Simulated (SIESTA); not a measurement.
Wanted: the native input for a SIESTA 5.4.2 run.

```
Task                : single point
Functional          : PBEsol
Potentials or basis : PseudoDojo 0.4 standard (PBEsol files)
Basis               : DZP (energy shift 0.003 Ry; two zetas on semicore shells)
Grid cutoff         : 800 Ry
Energy shift        : 0.003 Ry
k mesh              : 10 × 10 × 3
Occupations         : fermi-dirac, width 0.05 eV
Spin                : no spin polarisation
```

Crystal: Nb3Pd.

```
Pd Nb
1.0
     1.72259   -2.21736    0.00000
     1.72259    2.21736    0.00000
     0.00000    0.00000    9.07671
Pd Nb
1 3
Direct
  0.00000 0.00000 0.00000
  0.50000 0.50000 0.23979
  0.00000 0.00000 0.50000
  0.50000 0.50000 0.76021
```

The cell comes from a database or a generator and needn't be the stable form of this composition.

One way to write it, as run:

Nb3Pd.fdf

```
SystemName                      Nb3Pd
SystemLabel                     Nb3Pd
NumberOfSpecies                 2
NumberOfAtoms                   4
%block ChemicalSpeciesLabel
  1  46 Pd
  2  41 Nb
%endblock ChemicalSpeciesLabel

LatticeConstant                 1.0 Ang
%block LatticeVectors
     1.7225924500    -2.2173624700     0.0000000000
     1.7225924500     2.2173624700     0.0000000000
     0.0000000000     0.0000000000     9.0767139700
%endblock LatticeVectors
AtomicCoordinatesFormat         Fractional
%block AtomicCoordinatesAndAtomicSpecies
     0.0000000000     0.0000000000     0.0000000000  1  Pd
     0.5000000000     0.5000000000     0.2397943000  2  Nb
     0.0000000000     0.0000000000     0.5000000000  2  Nb
     0.5000000000     0.5000000000     0.7602057000  2  Nb
%endblock AtomicCoordinatesAndAtomicSpecies

%block kgrid.MonkhorstPack
   10   0   0  0.0
    0  10   0  0.0
    0   0   3  0.0
%endblock kgrid.MonkhorstPack
XC.Functional                   GGA
XC.Authors                      PBEsol
PAO.BasisSize                   DZP
PAO.EnergyShift                 0.003 Ry
Mesh.Cutoff                     800 Ry
OccupationFunction              FD
ElectronicTemperature           0.05 eV
MaxSCFIterations                120
SCF.MustConverge                false
SCF.Mixer.Method                Pulay
SCF.Mixer.Weight                0.25
SCF.Mixer.History               8
SCF.DM.Tolerance                5.0e-05
SCF.H.Tolerance                 1.0e-03 eV
WriteForces                     true
Charge.Mulliken                 end
Charge.Hirshfeld                end
Charge.Voronoi                  end
SaveRho                         true
SaveElectrostaticPotential      true
%block PAO.Basis
  Pd 5
  n=4 0 2
    2.827 0.000
  n=5 0 2
    8.651 0.000
  n=4 1 2
    3.241 0.000
  n=5 1 1
    8.651
  n=4 2 2
    5.842 0.000
  Nb 5
  n=4 0 2
    3.366 0.000
  n=5 0 2
    9.113 0.000
  n=4 1 2
    3.905 0.000
  n=5 1 1
    9.113
  n=4 2 2
    7.312 0.000
%endblock PAO.Basis
```

Potentials or basis: PseudoDojo 0.4 standard (PBEsol files), DZP (energy shift 0.003 Ry; two zetas on semicore shells).

Run with:

```console
$ siesta < Nb3Pd.fdf > Nb3Pd.out 2>&1
```

It gave:

```yaml
Pressure: -5.3 GPa
Largest_force: 0.016 eV/Å
Band_gap_on_the_k_mesh: none (metal or under the smearing width)
Hirshfeld_charges: Pd -0.19; Nb +0.10, -0.01 e
Voronoi_charges: Pd -0.24; Nb +0.12, -0.00 e
```

Caveat: Mulliken charges of long-ranged orbitals can have an unphysical sign; the basis of atomic orbitals isn't converged, which shifts pressures, moduli and gaps.

Run time: 4.4 min on 1 thread of AMD EPYC 7R43 64-Core Processor (Zen 3) (shared host), peak memory 0.62 GiB.
